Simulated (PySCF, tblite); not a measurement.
# C5H11OS radical: geometry, infrared bands and EPR parameters

Wanted: the infrared bands and EPR parameters of C5H11OS radical (`[CH2][C@@](C)(CO)CS`), by calculation.

The runs use tblite 0.8.0 and PySCF 2.14.0, with density-fitted response routines of our own; the level of theory stands in each step. All values are computed, except where a source is named. Atoms are numbered from 0 throughout.

## Step 1: The starting structure

18 atoms, charge 0, multiplicity 2; geometry from: force field or distance geometry start.

Bonds of the start (Å): C0–C1 1.47, C1–C2 1.53, C1–C3 1.50, C3–O4 1.38, C1–C5 1.52, C5–S6 1.81, C0–H7 1.07, C0–H8 1.07, C2–H9 1.11, C2–H10 1.12, C2–H11 1.10, C3–H12 1.11, C3–H13 1.12, O4–H14 0.99, C5–H15 1.13, C5–H16 1.11, S6–H17 1.42.

## Step 2: Relaxing the molecule with GFN2-xTB

What the job is given:

```
{"job": {"kind": "relax", "xc": "GFN2-xTB", "basis": "xTB"}, "charge": 0, "multiplicity": 2}
C     -0.135000    -0.023200    -1.818000
C     -0.088000     0.146300    -0.359900
C     -0.342000     1.586800     0.079700
C     -1.101600    -0.674600     0.386100
O     -0.987800    -2.040700     0.197500
C      1.340000    -0.143600     0.066700
S      1.586500     0.017800     1.848600
H     -0.763400     0.639500    -2.379700
H      0.257400    -0.919300    -2.249200
H     -0.551800     1.570600     1.173200
H     -1.241400     2.001000    -0.448500
H      0.557900     2.197800    -0.071700
H     -2.114700    -0.367500     0.043000
H     -1.102300    -0.447600     1.485600
H     -1.790900    -2.451500     0.613400
H      1.964800     0.659300    -0.414500
H      1.692300    -1.119100    -0.318400
H      2.811300    -0.625800     2.154500
```

Started as:

```sh
OMP_NUM_THREADS=1 python probes_run.py task.json out
```

This one command runs all jobs of the session in turn.

**Question.** This job is followed by: GFN2-xTB harmonic vibrations, gas phase; UKS B3LYP, pcH-1 on C H O S, non-relativistic, mean-field spin-orbit, GIAO. Predict these results of the whole session: strongest single infrared mode (GFN2-xTB); zero-point energy (GFN2-xTB); g(iso) (B3LYP); ⟨S²⟩; largest a(iso) (averaged by class); potential on the surface of density 0.002 e/bohr³, 1st and 99th percentile.

The runs gave:

| quantity | value |
| --- | --- |
| strongest single infrared mode (GFN2-xTB) | 2444 cm⁻¹, 128 km/mol |
| zero-point energy (GFN2-xTB) | 90.6 kcal/mol |
| g(iso) (B3LYP) | 2.00253 |
| ⟨S²⟩ | 0.754 (exact 0.75) |
| largest a(iso) (averaged by class) | 13C on C0, 95.2 MHz |
| potential on the surface of density 0.002 e/bohr³, 1st and 99th percentile | -1.30 V and 2.06 V |

In words: Over 67 steps the energy fell by 0.532 eV; of the close pairs, S6–H17 changed most, 1.417 to 1.330 Å. The lowest mode is imaginary (39i cm⁻¹), so the xTB geometry is not a minimum: the zero-point energy counts the real modes alone, and all values at this geometry belong to a saddle point. The strongest single mode, at 2444 cm⁻¹, moves mainly H17. GFN2-xTB is a fitted tight-binding method: band positions and strengths are rough. Its intensities can rank the bands wrongly. Most of the unpaired spin sits on C0 (1.08 e). The isotropic g lies 0.2 ppt above the free-electron value. The conformer search (at its own cheap level) found a structure 36.9 kcal/mol lower, too far down for a turn about a bond: it may have other bonds, so these spectra needn't be the molecule's.
